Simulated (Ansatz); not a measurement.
# SiO2 (stishovite): the cost of one run

Method: DFT PBEsol, scalar-relativistic, plane waves, PAW, in Ansatz 0.2.0.

## 1. The starting structure

Symmetry: P4_2/mnm, No. 136, tetragonal system. The conventional cell has a = 4.177 Å, b = 4.177 Å, c = 2.666 Å, α = 90.00°, β = 90.00°, γ = 90.00°. Around Si (site symmetry mmm) lie 6 O at 1.76 to 1.81 Å. O (site symmetry m2m) has 3 Si at 1.76 to 1.81 Å as nearest neighbours.

Coordinates:

```
CELL_PARAMETERS angstrom
4.17730 0.00000 0.00000
0.00000 4.17730 0.00000
0.00000 0.00000 2.66550
ATOMIC_POSITIONS crystal
Si 0.00000 0.00000 0.00000
Si 0.50000 0.50000 0.50000
O 0.30610 0.30610 0.00000
O 0.69390 0.69390 0.00000
O 0.19390 0.80610 0.50000
O 0.80610 0.19390 0.50000
```

## 2. Cell and atoms relaxed at 0 GPa

Input file input.yaml:

```yaml
crystal:
  lattice:
    - [4.1773, 0.0, 0.0]
    - [0.0, 4.1773, 0.0]
    - [0.0, 0.0, 2.6655]
  atoms:
    - { symbol: Si, position: [0.0, 0.0, 0.0] }
    - { symbol: Si, position: [0.5, 0.5, 0.5] }
    - { symbol: O, position: [0.3061, 0.3061, 0.0] }
    - { symbol: O, position: [0.6939, 0.6939, 0.0] }
    - { symbol: O, position: [0.1939, 0.8061, 0.5] }
    - { symbol: O, position: [0.8061, 0.1939, 0.5] }
scf:
  occupations: { method: fixed }
output:
  forces: true
  stress: true
  eigenvalues: true
  write_density: true
  write_potential: true
  elf: true
  volumetric_format: npy
hamiltonian:
  xc: pbesol
basis:
  ecutwfc: 600
kpoints:
  mp_grid: { grid: [6, 6, 9] }
relax:
  f_tol: 0.002
  max_steps: 60
  cell: { stress_tol: 0.02, p_target: 0 }
```

Launch:

```
$ ansatz run input.yaml --threads 4 --pin off --max-ram 10240MiB --backend cpu --events-out ev --progress --plain --runs-dir out
```

What time and memory should one allow on 4 threads of Intel Xeon Platinum 8488C (Sapphire Rapids), shared host?

About 6.6 s, with a peak of 0.44 GiB.
